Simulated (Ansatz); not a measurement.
**C₂H₆F₂Si: small, medium and large basis sets**

The task here is to estimate one member of a computed series from the others.

Method: one geometry, several basis sets; program: Ansatz 0.2.0, Gaussian basis.

Plan: PBE0-D4/def2-SVP; ωB97M-V/def2-SVP; PBE0-D4/def2-QZVPP; ωB97M-V/def2-QZVPP; the functionals' def2-TZVPP values are taken from earlier runs.

## The relaxed structure

All runs share one geometry, relaxed beforehand with PBE0-D4 in a triple-zeta def2 set.

SMILES `FC(F)C[SiH3]`, 11 atoms, charge 0, spin multiplicity 1.

Atoms are counted from 1 here; the program's logs count them from 0.

Bond lengths: F1–C2 1.363 Å, C2–F3 1.361 Å, C2–C4 1.500 Å, C2–H6 1.095 Å, C4–Si5 1.887 Å, C4–H7 1.094 Å, C4–H8 1.094 Å, Si5–H9 1.486 Å, Si5–H10 1.483 Å, Si5–H11 1.488 Å. Angles: F1–C2–F3 106.6°, F1–C2–C4 110.5°, F1–C2–H6 107.5°, F3–C2–C4 110.8°, F3–C2–H6 107.3°, C4–C2–H6 113.7°, C2–C4–Si5 114.2°, C2–C4–H7 108.3°, C2–C4–H8 108.4°, Si5–C4–H7 108.8°, Si5–C4–H8 109.6°, H7–C4–H8 107.4°, C4–Si5–H9 108.4°, C4–Si5–H10 111.3°, C4–Si5–H11 109.5°, H9–Si5–H10 109.4°, H9–Si5–H11 108.9°, H10–Si5–H11 109.3°.

The first run:

in.yaml reads:

```yaml
crystal:
  periodic: [false, false, false]
  atoms:
    - {symbol: F, position_ang: [-0.634587, -0.175464, 1.902308]}
    - {symbol: C, position_ang: [0.514418, -0.433395, 1.216699]}
    - {symbol: F, position_ang: [1.040013, -1.570451, 1.750005]}
    - {symbol: C, position_ang: [0.225221, -0.614150, -0.243578]}
    - {symbol: Si, position_ang: [-0.608258, 0.871015, -1.057027]}
    - {symbol: H, position_ang: [1.215342, 0.381078, 1.429799]}
    - {symbol: H, position_ang: [1.169890, -0.812629, -0.758048]}
    - {symbol: H, position_ang: [-0.405559, -1.500303, -0.363229]}
    - {symbol: H, position_ang: [-0.605507, 0.662191, -2.527819]}
    - {symbol: H, position_ang: [-2.005162, 1.029320, -0.585527]}
    - {symbol: H, position_ang: [0.159686, 2.105685, -0.743084]}
basis:
  gaussian: {orbitals: def2-SVP}
hamiltonian: {xc: pbe0, dispersion: d4}
output: {orbitals: {seedname: orbitals}}
```

On the command line:

```bash
$ ansatz run in.yaml --threads 4 --pin off --events-out ev --progress --plain --max-ram 10444MiB
```

Among the steps run: PBE0-D4 in def2-SVP; ωB97M-V in def2-SVP; PBE0-D4 in def2-QZVPP; ωB97M-V in def2-QZVPP.

One of the session's tables, all rows but one given; the rest of the session is left out.

It belongs to the step «Functionals by basis». 

| functional | basis | HOMO (eV) | LUMO (eV) |
| --- | --- | --- | --- |
| PBE0-D4 | def2-SVP | -9.41 | 1.03 |
| PBE0-D4 | def2-TZVPP | -9.49 | 0.52 |
| PBE0-D4 | def2-QZVPP | -9.51 | 0.28 |
| ωB97M-V | def2-SVP | -11.70 | 2.83 |
| ωB97M-V | def2-TZVPP | -11.78 | 2.04 |
| ωB97M-V | def2-QZVPP | ? | ? |

Q: Estimate the row for ωB97M-V, def2-QZVPP from the others.

As computed: HOMO (eV): -11.80; LUMO (eV): 1.55. In the column «HOMO (eV)» it is the lowest.
